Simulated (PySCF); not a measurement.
**Cu₂H₄: relaxation and vibrations of the triplet**

Aim: relax Cu₂H₄ as a triplet from a doubly bridged, planar start, check by its vibrations whether the end is a minimum, and collect its spectrum and constants.

Computed with PySCF 2.14.0. Level: PBE0, basis Cu def2-TZVP, H def2-TZVP, no relativity, density fitting.

## (1) The system as given

6 atoms, charge 0, spin multiplicity 3.

Bond lengths: Cu1–Cu2 2.082 Å, Cu1–H3 1.526 Å, Cu1–H4 1.526 Å, Cu1–H5 1.440 Å, Cu2–H3 1.526 Å, Cu2–H4 1.526 Å, Cu2–H6 1.440 Å. Angles: Cu2–Cu1–H3 47.0°, Cu2–Cu1–H4 47.0°, Cu2–Cu1–H5 180.0°, H3–Cu1–H4 94.0°, H3–Cu1–H5 133.0°, H4–Cu1–H5 133.0°, Cu1–Cu2–H3 47.0°, Cu1–Cu2–H4 47.0°, Cu1–Cu2–H6 180.0°, H3–Cu2–H4 94.0°, H3–Cu2–H6 133.0°, H4–Cu2–H6 133.0°, Cu1–H3–Cu2 86.0°, Cu1–H4–Cu2 86.0°.

Coordinates in bohr (charge 0 multiplicity 3):
```
Cu    1.9672    0.0000    0.0000
Cu   -1.9672    0.0000    0.0000
H     0.0000    2.1095    0.0000
H     0.0000   -2.1095    0.0000
H     4.6884    0.0000    0.0000
H    -4.6884    0.0000    0.0000
```

## (2) First SCF at the start

The steps below are one call of a driver around PySCF. For each, scf.py gives the equivalent set-up of the SCF; relaxations use the driver's own optimiser. After this first run the driver tries any further starts and a stability analysis.

The input, scf.py:

```python
from pyscf import gto, scf, dft
mol = gto.M(atom='''
Cu     1.041000     0.000000     0.000000
Cu    -1.041000     0.000000     0.000000
H      0.000000     1.116300     0.000000
H      0.000000    -1.116300     0.000000
H      2.481000     0.000000     0.000000
H     -2.481000     0.000000     0.000000''',
    basis={'Cu': 'def2-TZVP', 'H': 'def2-TZVP'},
    charge=0, spin=2)
mf = dft.UKS(mol, xc='PBE0')
mf.grids.atom_grid = (50, 194)
aux = {'Cu': 'def2-universal-JKFIT', 'H': 'def2-universal-JKFIT'}
mf = mf.density_fit(auxbasis=aux)
mf.conv_tol = 1e-08
mf.diis_space = 10
mf.max_cycle = 60
mf.init_guess = 'minao'
mf.verbose = 4
mf.kernel()
```

On the command line:

```console
$ OMP_NUM_THREADS=4 python axn.py task.json out
```

Further steps of the session: Relaxing the triplet from the doubly bridged, planar start; Is it a minimum? Harmonic modes; Following the imaginary mode; Is it a minimum? Harmonic modes.

Q: Predict the outcome of this session. Wanted: minimum; geometry; wavenumbers; dipole moment; highest occupied, lowest empty level; polar-tensor charge of Cu1; zero-point energy; atomisation energy; ⟨S²⟩.

**Answer**, as computed:

```
                                          quantity                                                                                                                                                                      value
                                           minimum                                                                                                                                                               triplet, C2h
                                          geometry  Cu–Cu 2.376 Å, Cu–H 1.503 Å (×2), Cu–H 1.674 Å (×2), Cu–H 1.705 Å; Cu–Cu–H 44.8°, Cu–Cu–H 45.9° (×2), Cu–Cu–H 141.9° (×2), Cu–H–Cu 89.3°, H–Cu–H 90.7°, H–Cu–H 96.0° (×2)
                                wavenumbers (cm⁻¹)                                               244 (ag), 317 (au), 498 (bg), 503 (bu), 506 (ag), 628 (au), 1123 (bu), 1156 (ag), 1272 (bu), 1428 (ag), 1831 (bu), 1836 (ag)
                                     dipole moment                                                                                                                                                                     0.00 D
highest occupied, lowest empty level (either spin)                                                                                                                                                            -6.85, -4.30 eV
                        polar-tensor charge of Cu1                                                                                                                                                                    +0.39 e
                                 zero-point energy                                                                                                                                                                67.8 kJ/mol
                               entropy at 298.15 K                                                                                                                                                            294.9 J/(mol K)
         atomisation energy (no zero-point energy)                                                                                                                                                                 920 kJ/mol
                                              ⟨S²⟩                                                                                                                                                                      2.009
```

From D2h at the start the molecule goes to a C2h minimum. In the infrared the band at 1123 cm⁻¹ (bu) leads. Other starts or spin states, not run here, may lie lower. One determinant may miss the lowest occupation of an open d or f shell.
